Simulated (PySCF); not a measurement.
# TiCl₆ (-3): ligand-field states

What do calculations give for the ligand-field states of TiCl₆ (-3)?

Computed with PySCF 2.14.0 and routines of our own; the level stands in each step. Atoms count from 0.

## 1. The starting structure

7 atoms, charge -3, states of the metal's open shell are computed; geometry from: model geometry, bond lengths from ionic radii.

## 2. Ligand-field states: state-averaged CASSCF in water

What the job is given:

```
{"job": {"kind": "lf", "basis": {"metal": "x2c-TZVPall", "ligand": "x2c-SVPall"}, "nevpt": true, "solvent": "water"}, "charge": -3, "metal": "Ti", "open_shell": "d1"}
Ti     0.000000     0.000000     0.000000
Cl     1.682914    -0.971631     1.374094
Cl     0.000000     1.943262     1.374094
Cl    -1.682914    -0.971631     1.374094
Cl     1.682914     0.971631    -1.374094
Cl    -1.682914     0.971631    -1.374094
Cl    -0.000000    -1.943262    -1.374094
```

With the program's defaults for keys left out, this is: state-averaged CASSCF of the metal d shell, SC-NEVPT2 on the averaged canonical orbitals, state-interaction spin-orbit coupling.

On the command line:

```bash
$ OMP_NUM_THREADS=1 python lf_run.py task.json out
```

This one command runs all jobs of the session in turn.

Log:

```text
basis functions 156, electrons 127, active (1e, 5o)
stage 1: DIIS on the effective Fock matrix, level shift 0.30
cycle   1  E = -3617.2958736246  dE = -3.617e+03  max|g| = 8.997e-01
cycle   2  E = -3617.2243672726  dE =  7.151e-02  max|g| = 1.425e+00
cycle   3  E = -3617.7194366970  dE = -4.951e-01  max|g| = 6.060e-01
cycle   4  E = -3617.9705689148  dE = -2.511e-01  max|g| = 2.208e-01
cycle   5  E = -3618.0357001662  dE = -6.513e-02  max|g| = 3.991e-02
cycle   6  E = -3618.0382735819  dE = -2.573e-03  max|g| = 4.853e-02
cycle   7  E = -3618.0411324601  dE = -2.859e-03  max|g| = 6.760e-03
cycle   8  E = -3618.0412047477  dE = -7.229e-05  max|g| = 6.350e-03
cycle   9  E = -3618.0412440956  dE = -3.935e-05  max|g| = 2.301e-03
cycle  10  E = -3618.0412466584  dE = -2.563e-06  max|g| = 1.397e-03
cycle  11  E = -3618.0412474454  dE = -7.871e-07  max|g| = 7.982e-04
...
cycle  32  E = -3618.0412484126  dE = -4.479e-10  max|g| = 4.721e-05
cycle  33  E = -3618.0412484131  dE = -4.816e-10  max|g| = 4.439e-05
cycle  34  E = -3618.0412484134  dE = -3.552e-10  max|g| = 3.798e-05
cycle  35  E = -3618.0412484137  dE = -2.547e-10  max|g| = 3.354e-05
cycle  36  E = -3618.0412484139  dE = -1.705e-10  max|g| = 2.901e-05
cycle  37  E = -3618.0412484140  dE = -1.332e-10  max|g| = 2.540e-05
cycle  38  E = -3618.0412484141  dE = -1.087e-10  max|g| = 2.151e-05
cycle  39  E = -3618.0412484142  dE = -1.023e-10  max|g| = 1.802e-05
cycle  40  E = -3618.0412484143  dE = -8.595e-11  max|g| = 1.555e-05
stage 2: quasi-Newton rotations from the point of smallest gradient
cycle  42  E = -3618.0412484145  dE = -1.692e-10  max|g| = 5.794e-06
converged average energy = -3618.0412484145

 mult deg   label        CASSCF/cm-1   NEVPT2/cm-1
   2   3   2T2g                2.4           2.4
   2   2   2Eg             13139.8       14957.9

spin-orbit levels / cm-1
      0.00  x2  2T2g 1.00
      4.28  x2  2T2g 1.00
    215.25  x2  2T2g 1.00
  15027.02  x2  2Eg 1.00
  15034.90  x2  2Eg 1.00
```

Run time: 20 s. Hardware: 1 thread of Arm Neoverse V1, shared host; peak memory 0.4 GiB.

From this job:

```
             quantity     value
spin-orbit constant ζ  122 cm⁻¹
```

Powder susceptibility:

```
T (K)  χT (cm³ K/mol)  μ(eff)
    2           0.005    0.20
    5           0.012    0.31
   10           0.024    0.44
   20           0.049    0.62
   30           0.073    0.76
   50           0.121    0.98
   75           0.179    1.20
  100           0.233    1.36
  150           0.318    1.60
  200           0.378    1.74
  250           0.421    1.83
  300           0.452    1.90
```

## 3. Ligand-field states: state-averaged CASSCF (polar angle and twist at [50, 60]°) in water

What the job is given:

```
{"job": {"kind": "lf", "basis": {"metal": "x2c-TZVPall", "ligand": "x2c-SVPall"}, "nevpt": true, "solvent": "water", "reuse": true}, "charge": -3, "metal": "Ti", "open_shell": "d1"}
Ti     0.000000     0.000000     0.000000
Cl     1.578925    -0.911593     1.529835
Cl     0.000000     1.823186     1.529835
Cl    -1.578925    -0.911593     1.529835
Cl     1.578925     0.911593    -1.529835
Cl    -1.578925     0.911593    -1.529835
Cl    -0.000000    -1.823186    -1.529835
```

Method: state-averaged CASSCF of the metal d shell, SC-NEVPT2 on the averaged canonical orbitals, state-interaction spin-orbit coupling.

Log:

```text
basis functions 156, electrons 127, active (1e, 5o)
start from the orbitals of the previous structure
stage 1: DIIS on the effective Fock matrix, level shift 0.30
cycle   1  E = -3616.9630821726  dE = -3.617e+03  max|g| = 1.594e+00
cycle   2  E = -3617.9201429204  dE = -9.571e-01  max|g| = 4.229e-01
cycle   3  E = -3618.0045594636  dE = -8.442e-02  max|g| = 1.111e-01
cycle   4  E = -3618.0113373665  dE = -6.778e-03  max|g| = 8.692e-02
cycle   5  E = -3618.0176355542  dE = -6.298e-03  max|g| = 6.635e-02
cycle   6  E = -3618.0217665117  dE = -4.131e-03  max|g| = 2.263e-02
cycle   7  E = -3618.0224281911  dE = -6.617e-04  max|g| = 9.181e-03
cycle   8  E = -3618.0225729310  dE = -1.447e-04  max|g| = 9.296e-03
cycle   9  E = -3618.0226140483  dE = -4.112e-05  max|g| = 7.137e-03
cycle  10  E = -3618.0226344853  dE = -2.044e-05  max|g| = 5.881e-03
cycle  11  E = -3618.0226454258  dE = -1.094e-05  max|g| = 5.047e-03
cycle  12  E = -3618.0226528235  dE = -7.398e-06  max|g| = 4.213e-03
cycle  13  E = -3618.0226577468  dE = -4.923e-06  max|g| = 3.585e-03
cycle  14  E = -3618.0226611968  dE = -3.450e-06  max|g| = 3.424e-03
cycle  15  E = -3618.0226644805  dE = -3.284e-06  max|g| = 3.262e-03
cycle  16  E = -3618.0226670180  dE = -2.537e-06  max|g| = 2.919e-03
cycle  17  E = -3618.0226684098  dE = -1.392e-06  max|g| = 2.709e-03
cycle  18  E = -3618.0226695394  dE = -1.130e-06  max|g| = 2.436e-03
cycle  19  E = -3618.0226688922  dE =  6.472e-07  max|g| = 2.518e-03
cycle  20  E = -3618.0226698868  dE = -9.946e-07  max|g| = 2.120e-03
cycle  21  E = -3618.0226698781  dE =  8.744e-09  max|g| = 2.261e-03
cycle  22  E = -3618.0226694731  dE =  4.049e-07  max|g| = 2.450e-03
cycle  23  E = -3618.0226688276  dE =  6.455e-07  max|g| = 2.695e-03
cycle  24  E = -3618.0226683472  dE =  4.804e-07  max|g| = 2.985e-03
cycle  25  E = -3618.0226705664  dE = -2.219e-06  max|g| = 2.720e-03
cycle  26  E = -3618.0226706216  dE = -5.524e-08  max|g| = 2.702e-03
stage 2: quasi-Newton rotations from the point of smallest gradient
cycle  28  E = -3618.0226752206  dE = -5.334e-06  max|g| = 7.104e-04
cycle  29  E = -3618.0226762266  dE = -1.006e-06  max|g| = 3.803e-04
cycle  30  E = -3618.0226763211  dE = -9.450e-08  max|g| = 9.098e-05
cycle  31  E = -3618.0226763281  dE = -6.962e-09  max|g| = 9.182e-06
converged average energy = -3618.0226763281

 mult deg   label        CASSCF/cm-1   NEVPT2/cm-1
   2   2   2Eg                 0.6           0.6
   2   1   2A1g              722.8         608.8
   2   2   2Eg             13490.5       15300.1

spin-orbit levels / cm-1
      0.00  x2  2Eg 1.00
    157.35  x2  2Eg 0.97
    708.57  x2  2A1g 0.97
  15372.16  x2  2Eg 1.00
  15403.12  x2  2Eg 1.00
```

Wall time 14 s (1 thread of Arm Neoverse V1, shared host); peak memory 0.43 GiB.

In short:

```
             quantity     value
spin-orbit constant ζ  122 cm⁻¹
```

Powder susceptibility:

```
T (K)  χT (cm³ K/mol)  μ(eff)
    2           0.009    0.27
   20           0.046    0.61
  100           0.227    1.35
  300           0.450    1.90
```

## 4. Ligand-field states: state-averaged CASSCF (polar angle and twist at [59, 60]°) in water

What the job is given:

```
{"job": {"kind": "lf", "basis": {"metal": "x2c-TZVPall", "ligand": "x2c-SVPall"}, "nevpt": true, "solvent": "water", "reuse": true}, "charge": -3, "metal": "Ti", "open_shell": "d1"}
Ti     0.000000     0.000000     0.000000
Cl     1.766742    -1.020029     1.225791
Cl     0.000000     2.040058     1.225791
Cl    -1.766742    -1.020029     1.225791
Cl     1.766742     1.020029    -1.225791
Cl    -1.766742     1.020029    -1.225791
Cl    -0.000000    -2.040058    -1.225791
```

Level: state-averaged CASSCF of the metal d shell, SC-NEVPT2 on the averaged canonical orbitals, state-interaction spin-orbit coupling.

Log:

```text
basis functions 156, electrons 127, active (1e, 5o)
start from the orbitals of the previous structure
stage 1: DIIS on the effective Fock matrix, level shift 0.30
cycle   1  E = -3615.0072613584  dE = -3.615e+03  max|g| = 2.505e+00
cycle   2  E = -3617.7122557428  dE = -2.705e+00  max|g| = 6.747e-01
cycle   3  E = -3617.9571838786  dE = -2.449e-01  max|g| = 1.909e-01
cycle   4  E = -3617.9891102810  dE = -3.193e-02  max|g| = 1.637e-01
cycle   5  E = -3618.0091666120  dE = -2.006e-02  max|g| = 1.407e-01
cycle   6  E = -3618.0239340460  dE = -1.477e-02  max|g| = 4.628e-02
cycle   7  E = -3618.0260647036  dE = -2.131e-03  max|g| = 4.058e-02
cycle   8  E = -3618.0266595864  dE = -5.949e-04  max|g| = 4.322e-02
cycle   9  E = -3618.0269084439  dE = -2.489e-04  max|g| = 3.735e-02
cycle  10  E = -3618.0271600013  dE = -2.516e-04  max|g| = 3.128e-02
cycle  11  E = -3618.0273260597  dE = -1.661e-04  max|g| = 2.379e-02
cycle  12  E = -3618.0274092902  dE = -8.323e-05  max|g| = 2.150e-02
cycle  13  E = -3618.0274530887  dE = -4.380e-05  max|g| = 2.022e-02
cycle  14  E = -3618.0274731401  dE = -2.005e-05  max|g| = 1.986e-02
cycle  15  E = -3618.0275092788  dE = -3.614e-05  max|g| = 1.774e-02
cycle  16  E = -3618.0275821184  dE = -7.284e-05  max|g| = 1.351e-02
cycle  17  E = -3618.0276087732  dE = -2.665e-05  max|g| = 1.045e-02
cycle  18  E = -3618.0276307816  dE = -2.201e-05  max|g| = 9.630e-03
cycle  19  E = -3618.0276263792  dE =  4.402e-06  max|g| = 1.009e-02
cycle  20  E = -3618.0276214124  dE =  4.967e-06  max|g| = 1.037e-02
cycle  21  E = -3618.0276182106  dE =  3.202e-06  max|g| = 1.158e-02
cycle  22  E = -3618.0276096369  dE =  8.574e-06  max|g| = 1.183e-02
cycle  23  E = -3618.0275973813  dE =  1.226e-05  max|g| = 1.217e-02
cycle  24  E = -3618.0275800966  dE =  1.728e-05  max|g| = 1.228e-02
cycle  25  E = -3618.0275502643  dE =  2.983e-05  max|g| = 1.331e-02
cycle  26  E = -3618.0275042916  dE =  4.597e-05  max|g| = 1.697e-02
stage 2: quasi-Newton rotations from the point of smallest gradient
cycle  28  E = -3618.0276915602  dE = -6.078e-05  max|g| = 2.331e-03
cycle  29  E = -3618.0277018676  dE = -1.031e-05  max|g| = 1.165e-03
cycle  30  E = -3618.0277030173  dE = -1.150e-06  max|g| = 2.883e-04
cycle  31  E = -3618.0277031068  dE = -8.949e-08  max|g| = 3.590e-05
cycle  32  E = -3618.0277031105  dE = -3.718e-09  max|g| = 8.988e-06
converged average energy = -3618.0277031105

 mult deg   label        CASSCF/cm-1   NEVPT2/cm-1
   2   1   2A1g                0.0           0.0
   2   2   2Eg               580.0         552.9
   2   2   2Eg             13623.6       15443.7

spin-orbit levels / cm-1
      0.00  x2  2A1g 0.97 2Eg 0.03
    517.86  x2  2Eg 1.00
    646.42  x2  2Eg 0.97 2A1g 0.03
  15448.59  x2  2Eg 1.00
  15482.19  x2  2Eg 1.00
```

It took 14 s on 1 thread of Arm Neoverse V1, shared host; peak memory 0.43 GiB.

Key values:

```
             quantity     value
spin-orbit constant ζ  122 cm⁻¹
```

Powder susceptibility:

```
T (K)  χT (cm³ K/mol)  μ(eff)
    2           0.229    1.35
   20           0.242    1.39
  100           0.301    1.55
  300           0.437    1.87
```

## 5. Ligand-field states: state-averaged CASSCF (polar angle and twist at [54.7356, 45]°) in water

What the job is given:

```
{"job": {"kind": "lf", "basis": {"metal": "x2c-TZVPall", "ligand": "x2c-SVPall"}, "nevpt": true, "solvent": "water", "reuse": true}, "charge": -3, "metal": "Ti", "open_shell": "d1"}
Ti     0.000000     0.000000     0.000000
Cl     1.795340    -0.743654     1.374094
Cl    -0.253647     1.926637     1.374094
Cl    -1.541693    -1.182983     1.374094
Cl     1.795340     0.743654    -1.374094
Cl    -1.541693     1.182983    -1.374094
Cl    -0.253647    -1.926637    -1.374094
```

Level: state-averaged CASSCF of the metal d shell, SC-NEVPT2 on the averaged canonical orbitals, state-interaction spin-orbit coupling.

Log:

```text
basis functions 156, electrons 127, active (1e, 5o)
start from the orbitals of the previous structure
stage 1: DIIS on the effective Fock matrix, level shift 0.30
cycle   1  E = -3615.6224851681  dE = -3.616e+03  max|g| = 1.405e+00
cycle   2  E = -3617.7848996618  dE = -2.162e+00  max|g| = 4.151e-01
cycle   3  E = -3617.9861940486  dE = -2.013e-01  max|g| = 9.776e-02
cycle   4  E = -3618.0069275759  dE = -2.073e-02  max|g| = 1.158e-01
cycle   5  E = -3618.0208749146  dE = -1.395e-02  max|g| = 6.589e-02
cycle   6  E = -3618.0286888745  dE = -7.814e-03  max|g| = 3.003e-02
cycle   7  E = -3618.0299741278  dE = -1.285e-03  max|g| = 8.567e-03
cycle   8  E = -3618.0301995123  dE = -2.254e-04  max|g| = 4.833e-03
cycle   9  E = -3618.0302704104  dE = -7.090e-05  max|g| = 4.011e-03
cycle  10  E = -3618.0302913655  dE = -2.096e-05  max|g| = 3.534e-03
cycle  11  E = -3618.0303019556  dE = -1.059e-05  max|g| = 2.853e-03
cycle  12  E = -3618.0303070364  dE = -5.081e-06  max|g| = 2.298e-03
cycle  13  E = -3618.0303101583  dE = -3.122e-06  max|g| = 1.813e-03
cycle  14  E = -3618.0303118104  dE = -1.652e-06  max|g| = 1.523e-03
cycle  15  E = -3618.0303131804  dE = -1.370e-06  max|g| = 1.205e-03
cycle  16  E = -3618.0303138462  dE = -6.658e-07  max|g| = 9.748e-04
cycle  17  E = -3618.0303142914  dE = -4.452e-07  max|g| = 7.714e-04
cycle  18  E = -3618.0303144894  dE = -1.980e-07  max|g| = 5.885e-04
cycle  19  E = -3618.0303145551  dE = -6.575e-08  max|g| = 5.513e-04
cycle  20  E = -3618.0303146158  dE = -6.064e-08  max|g| = 5.513e-04
cycle  21  E = -3618.0303146457  dE = -2.994e-08  max|g| = 5.900e-04
cycle  22  E = -3618.0303146995  dE = -5.382e-08  max|g| = 4.956e-04
cycle  23  E = -3618.0303147163  dE = -1.678e-08  max|g| = 4.537e-04
cycle  24  E = -3618.0303147218  dE = -5.520e-09  max|g| = 4.351e-04
cycle  25  E = -3618.0303147097  dE =  1.210e-08  max|g| = 4.143e-04
cycle  26  E = -3618.0303146835  dE =  2.623e-08  max|g| = 4.238e-04
cycle  27  E = -3618.0303146284  dE =  5.508e-08  max|g| = 5.237e-04
cycle  28  E = -3618.0303145311  dE =  9.729e-08  max|g| = 6.418e-04
cycle  29  E = -3618.0303143504  dE =  1.807e-07  max|g| = 8.081e-04
cycle  30  E = -3618.0303141336  dE =  2.168e-07  max|g| = 9.598e-04
cycle  31  E = -3618.0303138029  dE =  3.307e-07  max|g| = 1.175e-03
stage 2: quasi-Newton rotations from the point of smallest gradient
cycle  33  E = -3618.0303149357  dE = -2.259e-07  max|g| = 1.055e-04
cycle  34  E = -3618.0303149645  dE = -2.882e-08  max|g| = 6.045e-05
cycle  35  E = -3618.0303149694  dE = -4.895e-09  max|g| = 1.507e-05
cycle  36  E = -3618.0303149697  dE = -2.701e-10  max|g| = 2.516e-06
converged average energy = -3618.0303149697

 mult deg   label        CASSCF/cm-1   NEVPT2/cm-1
   2   1   2A1                 0.0           0.0
   2   2   2E                300.2         349.4
   2   2   2E              12835.7       14633.7

spin-orbit levels / cm-1
      0.00  x2  2A1 0.96 2E 0.04
    296.26  x2  2E 1.00
    465.10  x2  2E 0.96 2A1 0.04
  14652.26  x2  2E 1.00
  14661.59  x2  2E 1.00
```

Run time: 16 s. Hardware: 1 thread of Arm Neoverse V1, shared host; peak memory 0.43 GiB.

Key values:

```
             quantity     value
spin-orbit constant ζ  121 cm⁻¹
```

Powder susceptibility:

```
T (K)  χT (cm³ K/mol)  μ(eff)
    2           0.208    1.29
   20           0.224    1.34
  100           0.293    1.53
  300           0.438    1.87
```

(Part 1 of 2 ends here.)
